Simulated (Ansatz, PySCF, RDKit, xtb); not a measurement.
**GeH3SeF: from the formula to a structure**

Task: start from the formula GeH3SeF, draw up candidate structures, narrow them down in stages, and characterise the one that lies lowest at 298.15 K.

Plan: many cheap relaxations first (GFN2-xTB), then density-functional screening, relaxation at PBE0-D3(BJ)/def2-SVP, vibrations and a final energy. The numbers are computed, not measured.

7 further runs of the same task are left out: 7 set aside as unsound or not needed.

## (1) Candidates

All bonding patterns within simple valence rules are listed by program: one Lewis structure each, at most two rings and one unusual centre or charged pair. O–O, O–halogen and N–halogen bonds and N–N–N chains are not drawn. That gives 4 candidates.

```csv
label,SMILES,spin
c252,F[Se][GeH3],singlet
c582,F[SeH]=[GeH2],singlet
c643,[F][GeH-][SeH2+],singlet
c805,[F][GeH2][SeH],singlet
```

Candidates are built by distance geometry, with a force field where one applies, in up to four conformers (letters a to d). 10 starts with atoms placed at random are added, to find patterns that the rules miss.

**Question.** With final energies at CCSD(T)/def2-TZVP, which structure will this search put lowest in free energy, and by what margin?

| quantity | value |
| --- | --- |
| lowest structure found | [F][GeH2][SeH], singlet, C1 |
| next finalist | [F][GeH][SeH2] ‡, singlet, 31.6 kcal/mol higher in G |
| share at equilibrium, among the finalists | 100.0 % |
| harmonic wavenumbers, lowest and highest (PBE0-D3(BJ)/def2-SVP) | 160 and 2459 cm⁻¹ |
| rotational constants, same geometry | 0.3995, 0.05942, 0.05351 cm⁻¹ |
| dipole moment (PBE0/def2-TZVPD) | 1.92 D |
| HOMO energy (PBE0/def2-TZVPD) | -7.54 eV |
| LUMO energy (PBE0/def2-TZVPD) | -0.69 eV |
| HOMO–LUMO gap (PBE0/def2-TZVPD) | 6.84 eV |
| lowest excitation (TD-PBE0/def2-SVPD) | 5.29 eV (f = 0.001) |
| strongest of the states computed, same level | 7.62 eV (f = 0.048) |
| lowest triplet excitation, same level, Tamm-Dancoff | 4.86 eV |
| vertical ionisation energy | 9.78 eV |
| vertical electron affinity | -0.59 eV (unbound: the value depends on the basis) |
| vertical triplet less singlet | +4.96 eV |

`[F][GeH2][SeH]` comes out lowest. Among the finalists first place is clear (31.6 kcal/mol); structures outside the list aren't covered. GFN2-xTB, HF/STO-3G, r2SCAN-D4/def2-SVP, PBE0-D3(BJ)/def2-SVP, HF/def2-TZVP and MP2/def2-TZVP already put its bonding pattern lowest among the structures in one piece. Lowest found is not proven lowest: the search is finite, and each finalist counts with one conformer. Patterns outside the rules of the enumeration were met only by chance.

‡ marks the bonded skeleton alone, with all bonds drawn single: no Lewis structure was assigned that passes a check against the bond lengths.
